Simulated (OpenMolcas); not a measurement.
# GeH2ClF (SMILES [F][GeH2][Cl]), step by step

Wanted: the energy (HF/ANO-RCC-MB), then the energy (CASSCF(2,2)/ANO-RCC-VDZP), then the energy along one coordinate (CASPT2(2,2)/ANO-RCC-VDZP), then an energy scan (SC-NEVPT2(2,2)/ANO-RCC-VDZP), then the energy along one coordinate (MC-PDFT[tPBE](2,2)/ANO-RCC-VDZP) of GeH2ClF. 

The results are computed with OpenMolcas 26.06.

## (1) Starting point

GeH2ClF: 5 atoms, total charge 0, spin state singlet. SMILES: `[F][GeH2][Cl]`. The shape is that of a PBE0-D4/def2-TZVP optimisation.

Bond lengths: F1–Ge2 1.730 Å, Ge2–Cl3 2.133 Å, Ge2–H4 1.528 Å, Ge2–H5 1.528 Å. Angles: F1–Ge2–Cl3 106.4°, F1–Ge2–H4 107.1°, F1–Ge2–H5 107.1°, Cl3–Ge2–H4 109.1°, Cl3–Ge2–H5 109.1°, H4–Ge2–H5 117.4°.

## (2) A single-point energy at HF/ANO-RCC-MB (DKH2) (run 1)

Input file input.xyz:

```xyz
5

F     -0.242000    -0.508000     1.588600
Ge     0.139900    -0.089200    -0.045500
Cl    -1.390300     1.244900    -0.698900
H      0.067600    -1.375500    -0.867400
H      1.474700     0.654200    -0.018300
```

Input file step1.inp:

```
&GATEWAY
Coord=input.xyz
Basis=ANO-RCC-MB
Group=NoSym
&SEWARD
&SCF
PrOrbitals=0
&LOCALISATION
Occupied
Freeze
Pipek-Mezey
&LOCALISATION
FileOrb=$Project.LocOrb
Virtual
Pipek-Mezey
```

Started as:

```bash
export MOLCAS_MEM=1860
pymolcas step1.inp > step1.log
```

Output:

```text
--- Start Module: gateway ---
[...]
--- Stop Module: gateway /rc=_RC_ALL_IS_WELL_ ---
[...]
      Basis functions           34
[...]
       Convergence after   9 Iterations
[...]
::    Total SCF energy                              -2658.5737268178
[...]
      Total spin, S                                     0.0000000000
[...]
      Total electronic charge=   60.000000
      Total            charge=   -0.000000
[...]
      Dipole Moment (debye):
      Origin of the operator (angstrom)=   -0.3181    0.2045    0.0114
                   X=  2.3974E+00               Y= -1.0552E+00               Z= -1.4506E+00           Total=  2.9942E+00
      Quadrupole Moment (debye*angstrom):
[...]
--- Start Module: localisation ---
[...]
--- Stop Module: localisation /rc=_RC_ALL_IS_WELL_ ---
--- Start Module: localisation ---
[...]
--- Stop Module: localisation /rc=_RC_ALL_IS_WELL_ ---
[...]
```

Wall time 3.9 s (1 thread of Arm Neoverse V1, shared host); peak memory 0.41 GiB.

## (3) A single-point energy at CASSCF(2,2)/ANO-RCC-VDZP (DKH2) (run 2)

input.xyz is that of step 2.

Input file step2.inp:

```
* ClFGeH2 CASSCF

&GATEWAY
  COORD = input.xyz
  BASIS = ANO-RCC-MB
  GROUP = NoSym

&SEWARD

&RASSCF
  FILEORB = $CurrDir/step1.LocOrb
  ALTER = 2
  1 27 30
  1 31 33
  SPIN = 1
  NACTEL = 2 0 0
  INACTIVE = 29
  RAS2 = 2
  ORBLISTING = Nothing
>>> COPY $Project.RunFile RUNFIL1
>>> COPY $Project.RasOrb INPORB

&GATEWAY
  COORD = input.xyz
  BASIS = ANO-RCC-VDZP
  GROUP = NoSym

&SEWARD
>>> COPY $Project.RunFile RUNFIL2

&EXPBAS

&RASSCF
  FILEORB = $Project.ExpOrb
  SPIN = 1
  NACTEL = 2 0 0
  INACTIVE = 29
  RAS2 = 2
  ORBLISTING = Nothing
```

Started as:

```bash
export MOLCAS_MEM=1860
pymolcas step2.inp > step2.log
```

Output:

```text
--- Start Module: gateway ---
[...]
      Basis functions           34
[...]
      Number of active orbitals                  2
[...]
      Spin quantum number                      0.0
[...]
      Active orbitals                            2
[...]
      Number of CSFs                             3
[...]
      Number of root(s) required                 1
[...]
      Convergence after  9 iterations
[...]
      printout of CI-coefficients larger than  0.05 for root  1
      energy=   -2658.588226
      conf/sym  11     Coeff  Weight
             1  20   0.99320 0.98645
             3  02  -0.11640 0.01355
      Natural orbitals and occupation numbers for root  1
      sym 1:   1.972900   0.027100
      ************************************************************************************************************************
      *                                                    Final results                                                     *
[...]
::    RASSCF root number  1 Total energy:  -2658.58822627
[...]
      Basis functions           69
[...]
      Convergence after 14 iterations
[...]
      Natural orbitals and occupation numbers for root  1
      sym 1:   1.976643   0.023357
      ************************************************************************************************************************
      *                                                    Final results                                                     *
[...]
::    RASSCF root number  1 Total energy:  -2658.75590146
[...]
      Total electronic charge=   60.000000
      Total            charge=   -0.000000
[...]
      Dipole Moment (debye):
      Origin of the operator (angstrom)=   -0.3181    0.2045    0.0114
                   X=  2.2644E+00               Y= -7.5081E-01               Z= -2.1556E+00           Total=  3.2152E+00
      Quadrupole Moment (debye*angstrom):
[...]
```

Wall time 14 s (1 thread of Arm Neoverse V1, shared host); peak memory 0.46 GiB.

## (4) The energy along one coordinate at CASPT2(2,2)/ANO-RCC-VDZP (DKH2, ipea shift 0.25 Eh, pt2 variant SS) (run 3)

Input file step3.inp:

```
>>> COPY $CurrDir/step2.RasOrb $Project.RasOrb
>>> ForEach K in (1, 2, 3, 4, 5, 6, 7, 8, 9)

&GATEWAY
 Coord=$CurrDir/point$K.xyz
 Basis=ANO-RCC-VDZP
 Group=NoSym

&SEWARD

&RASSCF
 FileOrb=$Project.RasOrb
 Spin=1
 Nactel=2 0 0
 Inactive=29
 Ras2=2
 OrbListing=Nothing

&CASPT2
 Imaginary=0.2
 Frozen=15
>>> EndDo
```

Started as:

```bash
export MOLCAS_MEM=1860
pymolcas step3.inp > step3.log
```

Output:

```text
[...]
      Basis functions           69
[...]
      Number of active orbitals                  2
[...]
      Spin quantum number                      0.0
[...]
      Active orbitals                            2
[...]
      Number of CSFs                             3
[...]
      Number of root(s) required                 1
[...]
      Convergence after  9 iterations
[...]
      printout of CI-coefficients larger than  0.05 for root  1
      energy=   -2658.746782
      conf/sym  11     Coeff  Weight
             1  20   0.99599 0.99199
             3  02  -0.08949 0.00801
      Natural orbitals and occupation numbers for root  1
      sym 1:   1.983984   0.016016
      ************************************************************************************************************************
      *                                                    Final results                                                     *
[...]
::    RASSCF root number  1 Total energy:  -2658.74678225
[...]
::    CASPT2 Root  1     Total energy:  -2659.34962903
[...]
      Convergence after  9 iterations
[...]
      Natural orbitals and occupation numbers for root  1
      sym 1:   1.976652   0.023348
      ************************************************************************************************************************
      *                                                    Final results                                                     *
[...]
      Convergence after  9 iterations
[...]
      Convergence after 10 iterations
[...]
      Convergence after  9 iterations
[...]
::    RASSCF root number  1 Total energy:  -2658.62974776
[...]
::    CASPT2 Root  1     Total energy:  -2659.21977639
[...]
      Convergence after  7 iterations
[...]
::    RASSCF root number  1 Total energy:  -2658.62746418
[...]
      Reference weight:           0.85904
[...]
::    CASPT2 Root  1     Total energy:  -2659.21685836
[...]
```

Wall time 84 s (1 thread of Arm Neoverse V1, shared host); peak memory 0.46 GiB.

The scan, from its lowest point:

```csv
H4–Ge2 (Å),energy (kJ/mol)
1.375,17.3
1.528,0.0
1.681,22.4
1.910,86.1
2.216,179.1
2.598,269.5
3.056,329.9
3.668,358.2
4.585,365.9
```

## (5) The energy along one coordinate at SC-NEVPT2(2,2)/ANO-RCC-VDZP (DKH2, pt2 variant SC-NEVPT2) (run 4)

Input file step4.input:

```
>>> EXPORT MOLCAS_PRINT=2
>>> COPY $CurrDir/step2.RasOrb $Project.RasOrb
>>> ForEach K in (1, 2, 3, 4, 5, 6, 7, 8, 9)

&GATEWAY
 Coord = $CurrDir/point$K.xyz
 Basis = ANO-RCC-VDZP
 Group = NoSym

&SEWARD

&RASSCF
 FileOrb = $Project.RasOrb
 Spin = 1
 Nactel = 2 0 0
 Inactive = 29
 Ras2 = 2
 OrbListing = Nothing

&CASPT2
 SC-NEVPT2
 Frozen = 15
>>> EndDo
```

Started as:

```bash
export MOLCAS_MEM=1860
pymolcas step4.input > step4.log
```

Output:

```text
--- Start Module: gateway ---
[...]
      Basis functions           69
[...]
      Number of active orbitals                  2
[...]
      Spin quantum number                      0.0
[...]
      Active orbitals                            2
[...]
      Number of CSFs                             3
[...]
      Number of root(s) required                 1
[...]
      Convergence after  9 iterations
[...]
      printout of CI-coefficients larger than  0.05 for root  1
      energy=   -2658.746782
      conf/sym  11     Coeff  Weight
             1  20   0.99599 0.99199
             3  02  -0.08949 0.00801
      Natural orbitals and occupation numbers for root  1
      sym 1:   1.983984   0.016016
      ************************************************************************************************************************
      *                                                    Final results                                                     *
[...]
::    RASSCF root number  1 Total energy:  -2658.74678225
[...]
::    SC-NEVPT2 Root  1     Total energy:  -2659.34367993
[...]
      Convergence after  9 iterations
[...]
      Natural orbitals and occupation numbers for root  1
      sym 1:   1.976652   0.023348
      ************************************************************************************************************************
      *                                                    Final results                                                     *
[...]
      Convergence after  9 iterations
[...]
      Convergence after 10 iterations
[...]
      Convergence after  9 iterations
[...]
::    RASSCF root number  1 Total energy:  -2658.62974776
[...]
::    SC-NEVPT2 Root  1     Total energy:  -2659.21820868
[...]
      Convergence after  7 iterations
[...]
::    RASSCF root number  1 Total energy:  -2658.62746418
[...]
::    SC-NEVPT2 Root  1     Total energy:  -2659.21553544
[...]
```

It took 83 s on 1 thread of Arm Neoverse V1, shared host; peak memory 0.46 GiB.

The scan, from its lowest point:

```csv
H4–Ge2 (Å),energy (kJ/mol)
1.375,19.5
1.528,0.0
1.681,20.8
1.910,82.8
2.216,174.2
2.598,263.3
3.056,322.1
3.668,348.9
4.585,355.9
```

## (6) An energy scan at MC-PDFT[tPBE](2,2)/ANO-RCC-VDZP (DKH2) (run 5)

Input file step5.inp:

```
* ClFGeH2 MC-PDFT
>>> EXPORT MOLCAS_PRINT=2
>>> COPY $CurrDir/step2.RasOrb $Project.RasOrb
>>> ForEach K in (1, 2, 3, 4, 5, 6, 7, 8, 9)

&gateway
  coord=$CurrDir/point$K.xyz
  basis=ANO-RCC-VDZP
  group=NoSym

&seward

&rasscf
  fileorb=$Project.RasOrb
  spin=1
  nactel=2 0 0
  inactive=29
  ras2=2
  orblisting=Nothing

&mcpdft
  ksdft=T:PBE
>>> EndDo
```

Started as:

```bash
export MOLCAS_MEM=1860
pymolcas step5.inp > step5.log
```

Output:

```text
--- Start Module: gateway ---
[...]
      Basis functions           69
[...]
      Number of active orbitals                  2
[...]
      Spin quantum number                      0.0
[...]
      Active orbitals                            2
[...]
      Number of CSFs                             3
[...]
      Number of root(s) required                 1
[...]
      Convergence after  9 iterations
[...]
      printout of CI-coefficients larger than  0.05 for root  1
      energy=   -2658.746782
      conf/sym  11     Coeff  Weight
             1  20   0.99599 0.99199
             3  02  -0.08949 0.00801
      Natural orbitals and occupation numbers for root  1
      sym 1:   1.983984   0.016016
      ************************************************************************************************************************
      *                                                    Final results                                                     *
[...]
::    RASSCF root number  1 Total energy:  -2658.74678225
[...]
::    MCPDFT root number  1 Total energy:  -2661.00205720
[...]
      Convergence after  9 iterations
[...]
      Natural orbitals and occupation numbers for root  1
      sym 1:   1.976652   0.023348
      ************************************************************************************************************************
      *                                                    Final results                                                     *
[...]
      Convergence after  9 iterations
[...]
      Convergence after 10 iterations
[...]
      Convergence after  9 iterations
[...]
::    RASSCF root number  1 Total energy:  -2658.62974776
[...]
::    MCPDFT root number  1 Total energy:  -2660.87589040
[...]
      Convergence after  7 iterations
[...]
::    RASSCF root number  1 Total energy:  -2658.62746418
[...]
::    MCPDFT root number  1 Total energy:  -2660.87382546
[...]
```

Wall time 87 s (1 thread of Arm Neoverse V1, shared host); peak memory 0.46 GiB.

The scan, from its lowest point:

```csv
H4–Ge2 (Å),energy (kJ/mol)
1.375,23.1
1.528,0.0
1.681,16.3
1.910,73.0
2.216,162.6
2.598,257.0
3.056,324.3
3.668,354.4
4.585,359.8
```

## (7) Summary of results

```
                                                         quantity           value
                               run 1, HF/ANO-RCC-MB: total energy  -2658.57373 Eh
                              run 1, HF/ANO-RCC-MB: dipole moment          2.99 D
                                run 1, HF/ANO-RCC-MB: HOMO energy       -12.93 eV
                                run 1, HF/ANO-RCC-MB: LUMO energy         3.03 eV
                              run 1, HF/ANO-RCC-MB: HOMO–LUMO gap        15.96 eV
                    run 2, CASSCF(2,2)/ANO-RCC-VDZP: total energy  -2658.75590 Eh
  run 2, CASSCF(2,2)/ANO-RCC-VDZP: dipole moment (CASSCF density)          3.22 D
       run 3, CASPT2(2,2)/ANO-RCC-VDZP: lowest energy of the scan  -2659.35622 Eh
    run 4, SC-NEVPT2(2,2)/ANO-RCC-VDZP: lowest energy of the scan  -2659.35109 Eh
run 5, MC-PDFT[tPBE](2,2)/ANO-RCC-VDZP: lowest energy of the scan  -2661.01087 Eh
```

What this shows: Mulliken charges (run 1, HF/ANO-RCC-MB) run from -0.53 on F1 to +0.93 on Ge2; they depend strongly on the basis.
